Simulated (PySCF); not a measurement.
# C₄H₁₂Ge: NMR shieldings, part 2 of 2

PySCF 2.14.0. Atoms count from 0.

## 6. NMR shieldings: PBE/pcSseg-1 Ge:us-x2c-TZVPall-2c in water, spin-free

Job settings and geometry (Å):

```
{"job": {"xc": "PBE", "basis": {"default": "pcSseg-1", "Ge": "us-x2c-TZVPall-2c"}, "rel": "sf", "solvent": "water", "kind": "hnmr"}, "charge": 0, "multiplicity": 1}
C     -0.008053    -1.197615    -1.546050
Ge    -0.000642     0.001545     0.000652
C     -0.059256     1.859177    -0.611860
C     -1.565383    -0.368933     1.116407
C      1.628466    -0.290098     1.045033
H     -0.923082    -1.057615    -2.141772
H      0.033908    -2.250008    -1.226555
H      0.857358    -1.002756    -2.197676
H     -0.068874     2.550228     0.245017
H     -0.964767     2.045376    -1.209250
H      0.817162     2.096407    -1.233645
H     -2.495752    -0.227076     0.545815
H     -1.543013    -1.406885     1.482194
H     -1.591673     0.300845     1.989177
H      1.687144    -1.333320     1.390852
H      2.522297    -0.080092     0.438213
H      1.650988     0.366321     1.928041
```

With the program's defaults for keys left out, this is: PBE/pcSseg-1 Ge:us-x2c-TZVPall-2c GIAO NMR shielding, spin-free X2C, Gaussian nuclei, IEF-PCM water.

What it wrote:

```text
spin-free SCF
coarse grid: 57800 points
cycle   1  E = -2257.8108761062  dE = -8.174e-02  |g| = 9.936e-01  |ddm| = 3.708e+00
cycle   2  E = -2257.5580446064  dE =  2.528e-01  |g| = 1.510e+00  |ddm| = 1.778e+00
cycle   3  E = -2257.9959928158  dE = -4.379e-01  |g| = 3.021e-02  |ddm| = 1.138e+00
cycle   4  E = -2257.9959459621  dE =  4.685e-05  |g| = 3.032e-02  |ddm| = 4.509e-02
cycle   5  E = -2257.9961093892  dE = -1.634e-04  |g| = 1.983e-03  |ddm| = 2.313e-02
cycle   6  E = -2257.9961103622  dE = -9.730e-07  |g| = 8.158e-04  |ddm| = 3.602e-03
final grid: 122336 points
cycle   7  E = -2257.9960140686  dE = -1.893e-07  |g| = 1.300e-03  |ddm| = 5.442e-03
cycle   8  E = -2257.9960137248  dE =  3.438e-07  |g| = 2.227e-03  |ddm| = 2.825e-03
cycle   9  E = -2257.9960143896  dE = -6.648e-07  |g| = 1.692e-04  |ddm| = 1.415e-03
cycle  10  E = -2257.9960143983  dE = -8.703e-09  |g| = 1.714e-05  |ddm| = 2.246e-04
converged SCF energy = -2257.9960143983
check of the scalar solution
cycle   1  E = -2257.9960143984  dE = -2.258e+03  |FDS-SDF| = 1.714e-05
cycle   2  E = -2257.9960143982  dE =  1.769e-10  |FDS-SDF| = 2.938e-05
converged, E = -2257.9960143982

Field gradients (au) and densities at the nuclei (bohr^-3)
atom        Vxx        Vyy        Vzz        centre      nuclear mean
  0 C      0.0157     0.0159    -0.0316        114.358        114.358
  1 Ge    -0.0008    -0.0017     0.0025      28314.487      28299.695
  2 C      0.0156     0.0159    -0.0316        114.358        114.358
  3 C      0.0157     0.0160    -0.0317        114.358        114.358
  4 C      0.0159     0.0159    -0.0318        114.358        114.358
  5 H     -0.1454    -0.1537     0.2991          0.375          0.375
  6 H     -0.1455    -0.1539     0.2994          0.375          0.375
  7 H     -0.1455    -0.1538     0.2993          0.375          0.375
  8 H     -0.1453    -0.1536     0.2990          0.375          0.375
  9 H     -0.1455    -0.1538     0.2993          0.375          0.375
 10 H     -0.1457    -0.1540     0.2997          0.375          0.375
 11 H     -0.1455    -0.1539     0.2995          0.375          0.375
 12 H     -0.1454    -0.1538     0.2992          0.375          0.375
 13 H     -0.1457    -0.1540     0.2997          0.375          0.375
 14 H     -0.1455    -0.1539     0.2994          0.375          0.375
 15 H     -0.1455    -0.1539     0.2995          0.375          0.375
 16 H     -0.1456    -0.1540     0.2996          0.375          0.375
without picture change
  1 Ge                           0.0026                     41248.885

Core orbital energies (eV)
atom   shell        mean    spread
  1 Ge 1s       -10949.210   0.000
  1 Ge 2s        -1370.184   0.000
  1 Ge 3s         -166.872   0.000
  1 Ge 2p        -1197.356   0.000
  1 Ge 3p         -114.048   0.000
  1 Ge 3d          -27.872   0.068

Shielding tensors (ppm)
atom      isotropic    diamagn.    paramagn.     s11        s22        s33       span
  0 C       179.00      250.53      -71.53     173.77     173.99     189.23      15.46
  1 Ge     1279.21     2772.08    -1492.87    1278.89    1279.07    1279.68       0.79
  2 C       179.04      250.53      -71.49     173.80     174.07     189.24      15.44
  3 C       179.01      250.54      -71.53     173.77     174.05     189.21      15.44
  4 C       179.02      250.55      -71.53     173.78     174.08     189.20      15.42
  5 H        30.97       30.58        0.39      26.31      28.26      38.34      12.02
  6 H        30.97       30.58        0.39      26.32      28.25      38.34      12.02
  7 H        30.96       30.57        0.39      26.31      28.25      38.34      12.03
  8 H        30.97       30.57        0.40      26.30      28.26      38.33      12.02
  9 H        30.96       30.57        0.40      26.31      28.25      38.33      12.03
 10 H        30.97       30.57        0.40      26.31      28.24      38.35      12.04
 11 H        30.97       30.57        0.39      26.31      28.25      38.34      12.03
 12 H        30.97       30.58        0.38      26.31      28.27      38.32      12.01
 13 H        30.97       30.58        0.40      26.32      28.25      38.35      12.04
 14 H        30.97       30.58        0.39      26.31      28.27      38.34      12.03
 15 H        30.97       30.58        0.39      26.31      28.26      38.33      12.02
 16 H        30.97       30.57        0.39      26.31      28.25      38.33      12.02
```

Run time: 24 s. Hardware: 1 thread of Arm Neoverse V1, shared host; peak memory 1.1 GiB.

## 7. NMR shieldings: PBE/pcSseg-1 Ge:us-x2c-TZVPall-2c in dichloromethane, spin–orbit

The job, as its differences from that of step 6:

```diff
@@ -1,2 +1,2 @@
-{"job": {"xc": "PBE", "basis": {"default": "pcSseg-1", "Ge": "us-x2c-TZVPall-2c"}, "rel": "sf", "solvent": "water", "kind": "hnmr"}, "charge": 0, "multiplicity": 1}
+{"job": {"xc": "PBE", "basis": {"default": "pcSseg-1", "Ge": "us-x2c-TZVPall-2c"}, "rel": "so", "solvent": "dichloromethane", "kind": "hnmr"}, "charge": 0, "multiplicity": 1}
 C     -0.008053    -1.197615    -1.546050
```

Method: PBE/pcSseg-1 Ge:us-x2c-TZVPall-2c GIAO NMR shielding, X2C with spin-orbit coupling, screened-nuclear two-electron part, Gaussian nuclei, IEF-PCM dichloromethane.

What it wrote:

```text
spin-free SCF
coarse grid: 57800 points
cycle   1  E = -2257.8102504836  dE = -8.116e-02  |g| = 9.941e-01  |ddm| = 3.708e+00
cycle   2  E = -2257.5551841343  dE =  2.551e-01  |g| = 1.513e+00  |ddm| = 1.789e+00
cycle   3  E = -2257.9957534663  dE = -4.406e-01  |g| = 2.904e-02  |ddm| = 1.147e+00
cycle   4  E = -2257.9957114405  dE =  4.203e-05  |g| = 2.892e-02  |ddm| = 4.297e-02
cycle   5  E = -2257.9958606045  dE = -1.492e-04  |g| = 1.854e-03  |ddm| = 2.233e-02
cycle   6  E = -2257.9958614021  dE = -7.977e-07  |g| = 8.194e-04  |ddm| = 3.377e-03
final grid: 122336 points
cycle   7  E = -2257.9957650992  dE = -1.803e-07  |g| = 1.316e-03  |ddm| = 5.460e-03
cycle   8  E = -2257.9957647374  dE =  3.617e-07  |g| = 2.261e-03  |ddm| = 2.892e-03
cycle   9  E = -2257.9957654311  dE = -6.936e-07  |g| = 1.720e-04  |ddm| = 1.453e-03
cycle  10  E = -2257.9957654400  dE = -8.940e-09  |g| = 1.697e-05  |ddm| = 2.274e-04
converged SCF energy = -2257.9957654400
two-component SCF
cycle   1  E = -2257.9590531422  dE = -2.258e+03  |FDS-SDF| = 5.398e+00
cycle   2  E = -2258.0372846710  dE = -7.823e-02  |FDS-SDF| = 5.633e-03
cycle   3  E = -2258.0372847459  dE = -7.487e-08  |FDS-SDF| = 7.099e-04
cycle   4  E = -2258.0372847332  dE =  1.271e-08  |FDS-SDF| = 5.394e-04
cycle   5  E = -2258.0372847646  dE = -3.144e-08  |FDS-SDF| = 1.916e-05
cycle   6  E = -2258.0372847646  dE = -9.095e-12  |FDS-SDF| = 1.229e-05
converged, E = -2258.0372847646

Field gradients (au) and densities at the nuclei (bohr^-3)
atom        Vxx        Vyy        Vzz        centre      nuclear mean
  0 C      0.0159     0.0161    -0.0320        114.358        114.358
  1 Ge    -0.0008    -0.0017     0.0025      28315.839      28301.047
  2 C      0.0158     0.0161    -0.0319        114.358        114.358
  3 C      0.0159     0.0162    -0.0321        114.358        114.358
  4 C      0.0160     0.0161    -0.0321        114.358        114.358
  5 H     -0.1454    -0.1537     0.2991          0.375          0.375
  6 H     -0.1455    -0.1539     0.2994          0.375          0.375
  7 H     -0.1455    -0.1538     0.2993          0.375          0.375
  8 H     -0.1453    -0.1536     0.2990          0.375          0.375
  9 H     -0.1455    -0.1538     0.2993          0.375          0.375
 10 H     -0.1457    -0.1540     0.2997          0.375          0.375
 11 H     -0.1456    -0.1539     0.2995          0.375          0.375
 12 H     -0.1454    -0.1538     0.2992          0.375          0.375
 13 H     -0.1457    -0.1540     0.2997          0.375          0.375
 14 H     -0.1455    -0.1539     0.2994          0.375          0.375
 15 H     -0.1455    -0.1539     0.2995          0.375          0.375
 16 H     -0.1456    -0.1540     0.2996          0.375          0.375
without picture change
  1 Ge                           0.0026                     41248.604

Core orbital energies (eV)
atom   shell        mean    spread
  1 Ge 1s       -10949.085   0.000
  1 Ge 2s        -1370.171   0.000
  1 Ge 3s         -166.880   0.000
  1 Ge 2p1/2     -1218.478   0.000
  1 Ge 2p3/2     -1187.012   0.000
  1 Ge 3p1/2      -116.895   0.000
  1 Ge 3p3/2      -112.668   0.000
  1 Ge 3d3/2       -28.209   0.000
  1 Ge 3d5/2       -27.663   0.044

Shielding tensors (ppm)
atom      isotropic    diamagn.    paramagn.     s11        s22        s33       span
  0 C       180.39      250.78      -70.38     175.67     175.89     189.63      13.96
  1 Ge     1467.57     2655.93    -1188.35    1467.25    1467.42    1468.05       0.79
  2 C       180.44      250.78      -70.34     175.71     175.97     189.64      13.94
  3 C       180.41      250.79      -70.38     175.68     175.94     189.61      13.94
  4 C       180.42      250.80      -70.37     175.69     175.98     189.60      13.92
  5 H        30.92       30.58        0.34      26.21      28.23      38.32      12.11
  6 H        30.92       30.58        0.34      26.22      28.22      38.32      12.10
  7 H        30.91       30.57        0.35      26.21      28.21      38.32      12.11
  8 H        30.91       30.56        0.35      26.20      28.22      38.31      12.11
  9 H        30.91       30.56        0.35      26.20      28.22      38.32      12.11
 10 H        30.92       30.56        0.36      26.21      28.21      38.34      12.13
 11 H        30.92       30.57        0.35      26.21      28.21      38.32      12.11
 12 H        30.92       30.58        0.34      26.21      28.23      38.30      12.09
 13 H        30.92       30.57        0.35      26.22      28.21      38.34      12.12
 14 H        30.92       30.58        0.34      26.21      28.23      38.33      12.12
 15 H        30.92       30.57        0.34      26.21      28.22      38.32      12.11
 16 H        30.91       30.56        0.35      26.21      28.21      38.32      12.11
```

It took 50 s on 1 thread of Arm Neoverse V1, shared host; peak memory 1.2 GiB.

Key values:

```
                       quantity       value
energy from spin-orbit coupling  -0.0415 Eh
```

## 8. NMR shieldings: PBE/pcSseg-1 Ge:us-x2c-TZVPall-2c in dichloromethane, spin-free

The job, as its differences from that of step 7:

```diff
@@ -1,2 +1,2 @@
-{"job": {"xc": "PBE", "basis": {"default": "pcSseg-1", "Ge": "us-x2c-TZVPall-2c"}, "rel": "so", "solvent": "dichloromethane", "kind": "hnmr"}, "charge": 0, "multiplicity": 1}
+{"job": {"xc": "PBE", "basis": {"default": "pcSseg-1", "Ge": "us-x2c-TZVPall-2c"}, "rel": "sf", "solvent": "dichloromethane", "kind": "hnmr"}, "charge": 0, "multiplicity": 1}
 C     -0.008053    -1.197615    -1.546050
```

Level: PBE/pcSseg-1 Ge:us-x2c-TZVPall-2c GIAO NMR shielding, spin-free X2C, Gaussian nuclei, IEF-PCM dichloromethane.

What it wrote:

```text
spin-free SCF
coarse grid: 57800 points
cycle   1  E = -2257.8102504836  dE = -8.116e-02  |g| = 9.941e-01  |ddm| = 3.708e+00
cycle   2  E = -2257.5551841343  dE =  2.551e-01  |g| = 1.513e+00  |ddm| = 1.789e+00
cycle   3  E = -2257.9957534663  dE = -4.406e-01  |g| = 2.904e-02  |ddm| = 1.147e+00
cycle   4  E = -2257.9957114405  dE =  4.203e-05  |g| = 2.892e-02  |ddm| = 4.297e-02
cycle   5  E = -2257.9958606045  dE = -1.492e-04  |g| = 1.854e-03  |ddm| = 2.233e-02
cycle   6  E = -2257.9958614021  dE = -7.977e-07  |g| = 8.194e-04  |ddm| = 3.377e-03
final grid: 122336 points
cycle   7  E = -2257.9957650992  dE = -1.803e-07  |g| = 1.316e-03  |ddm| = 5.460e-03
cycle   8  E = -2257.9957647374  dE =  3.617e-07  |g| = 2.261e-03  |ddm| = 2.892e-03
cycle   9  E = -2257.9957654311  dE = -6.936e-07  |g| = 1.720e-04  |ddm| = 1.453e-03
cycle  10  E = -2257.9957654400  dE = -8.940e-09  |g| = 1.697e-05  |ddm| = 2.274e-04
converged SCF energy = -2257.9957654400
check of the scalar solution
cycle   1  E = -2257.9957654400  dE = -2.258e+03  |FDS-SDF| = 1.697e-05
cycle   2  E = -2257.9957654399  dE =  1.382e-10  |FDS-SDF| = 2.919e-05
converged, E = -2257.9957654399

Field gradients (au) and densities at the nuclei (bohr^-3)
atom        Vxx        Vyy        Vzz        centre      nuclear mean
  0 C      0.0159     0.0161    -0.0320        114.358        114.358
  1 Ge    -0.0008    -0.0017     0.0026      28314.488      28299.695
  2 C      0.0158     0.0161    -0.0320        114.358        114.358
  3 C      0.0159     0.0162    -0.0321        114.358        114.358
  4 C      0.0161     0.0161    -0.0322        114.358        114.358
  5 H     -0.1454    -0.1537     0.2991          0.375          0.375
  6 H     -0.1455    -0.1539     0.2994          0.375          0.375
  7 H     -0.1455    -0.1538     0.2993          0.375          0.375
  8 H     -0.1453    -0.1537     0.2990          0.375          0.375
  9 H     -0.1455    -0.1538     0.2993          0.375          0.375
 10 H     -0.1457    -0.1540     0.2997          0.375          0.375
 11 H     -0.1456    -0.1539     0.2995          0.375          0.375
 12 H     -0.1454    -0.1538     0.2992          0.375          0.375
 13 H     -0.1457    -0.1541     0.2997          0.375          0.375
 14 H     -0.1455    -0.1539     0.2994          0.375          0.375
 15 H     -0.1455    -0.1539     0.2995          0.375          0.375
 16 H     -0.1456    -0.1540     0.2996          0.375          0.375
without picture change
  1 Ge                           0.0027                     41248.886

Core orbital energies (eV)
atom   shell        mean    spread
  1 Ge 1s       -10949.218   0.000
  1 Ge 2s        -1370.193   0.000
  1 Ge 3s         -166.881   0.000
  1 Ge 2p        -1197.364   0.000
  1 Ge 3p         -114.056   0.000
  1 Ge 3d          -27.880   0.068

Shielding tensors (ppm)
atom      isotropic    diamagn.    paramagn.     s11        s22        s33       span
  0 C       178.83      250.43      -71.60     173.61     173.84     189.04      15.43
  1 Ge     1279.37     2772.11    -1492.74    1279.05    1279.23    1279.84       0.80
  2 C       178.87      250.43      -71.56     173.65     173.91     189.05      15.40
  3 C       178.85      250.44      -71.60     173.62     173.89     189.02      15.40
  4 C       178.86      250.45      -71.59     173.63     173.93     189.01      15.38
  5 H        30.97       30.57        0.40      26.33      28.27      38.33      12.01
  6 H        30.97       30.57        0.40      26.33      28.26      38.33      12.00
  7 H        30.97       30.56        0.40      26.32      28.25      38.33      12.01
  8 H        30.97       30.56        0.41      26.32      28.26      38.32      12.01
  9 H        30.97       30.56        0.41      26.32      28.26      38.33      12.01
 10 H        30.97       30.56        0.41      26.33      28.25      38.35      12.02
 11 H        30.97       30.56        0.41      26.33      28.25      38.33      12.01
 12 H        30.97       30.57        0.40      26.32      28.27      38.31      11.99
 13 H        30.98       30.57        0.41      26.33      28.25      38.35      12.02
 14 H        30.98       30.58        0.40      26.33      28.27      38.34      12.01
 15 H        30.97       30.57        0.40      26.32      28.26      38.33      12.01
 16 H        30.97       30.56        0.41      26.32      28.25      38.33      12.00
```

Run time: 24 s. Hardware: 1 thread of Arm Neoverse V1, shared host; peak memory 1.1 GiB.

## 9. Shieldings side by side

```
                                                                     run     Ge1     C2     C4     C3     C0   H14   H11  time
                   step 3, PBE/pcSseg-1 Ge:us-x2c-TZVPall-2c, spin–orbit  1468.4  179.6  179.6  179.6  179.6  30.9  30.9  49 s
                    step 4, PBE/pcSseg-1 Ge:us-x2c-TZVPall-2c, spin-free  1280.2  178.0  178.0  178.0  178.0  31.0  31.0  23 s
          step 5, PBE/pcSseg-1 Ge:us-x2c-TZVPall-2c in water, spin–orbit  1467.4  180.6  180.6  180.6  180.6  30.9  30.9  50 s
           step 6, PBE/pcSseg-1 Ge:us-x2c-TZVPall-2c in water, spin-free  1279.2  179.0  179.0  179.0  179.0  31.0  31.0  24 s
step 7, PBE/pcSseg-1 Ge:us-x2c-TZVPall-2c in dichloromethane, spin–orbit  1467.6  180.4  180.4  180.4  180.4  30.9  30.9  50 s
 step 8, PBE/pcSseg-1 Ge:us-x2c-TZVPall-2c in dichloromethane, spin-free  1279.4  178.9  178.9  178.8  178.8  31.0  31.0  24 s
```

## 10. What came out

This closing draws on all 2 parts.

| quantity | value |
| --- | --- |
| point group | Td |
| rotational constants (main isotopes) | 2.88, 2.88, 2.88 GHz |
| energy from spin-orbit coupling (step 3, PBE/pcSseg-1 Ge:us-x2c-TZVPall-2c, spin–orbit) | -0.0415 Eh |
| shieldings (step 3, PBE/pcSseg-1 Ge:us-x2c-TZVPall-2c, spin–orbit) | C0 179.6, Ge1 1468.4, C2 179.6, C3 179.6, C4 179.6 ppm |
| shieldings (step 4, PBE/pcSseg-1 Ge:us-x2c-TZVPall-2c, spin-free) | C0 178.0, Ge1 1280.2, C2 178.0, C3 178.0, C4 178.0 ppm |
| energy from spin-orbit coupling (step 5, PBE/pcSseg-1 Ge:us-x2c-TZVPall-2c in water, spin–orbit) | -0.0415 Eh |
| shieldings (step 5, PBE/pcSseg-1 Ge:us-x2c-TZVPall-2c in water, spin–orbit) | C0 180.6, Ge1 1467.4, C2 180.6, C3 180.6, C4 180.6 ppm |
| shieldings (step 6, PBE/pcSseg-1 Ge:us-x2c-TZVPall-2c in water, spin-free) | C0 179.0, Ge1 1279.2, C2 179.0, C3 179.0, C4 179.0 ppm |
| energy from spin-orbit coupling (step 7, PBE/pcSseg-1 Ge:us-x2c-TZVPall-2c in dichloromethane, spin–orbit) | -0.0415 Eh |
| shieldings (step 7, PBE/pcSseg-1 Ge:us-x2c-TZVPall-2c in dichloromethane, spin–orbit) | C0 180.4, Ge1 1467.6, C2 180.4, C3 180.4, C4 180.4 ppm |
| shieldings (step 8, PBE/pcSseg-1 Ge:us-x2c-TZVPall-2c in dichloromethane, spin-free) | C0 178.8, Ge1 1279.4, C2 178.9, C3 178.8, C4 178.9 ppm |

Relaxing lowered the energy by 0.140 eV in 10 steps; the close pair that moved most is C0–H6, from 1.062 to 1.101 Å. Ge1 moves most between the runs, by 189 ppm; the labels say what changes from run to run.
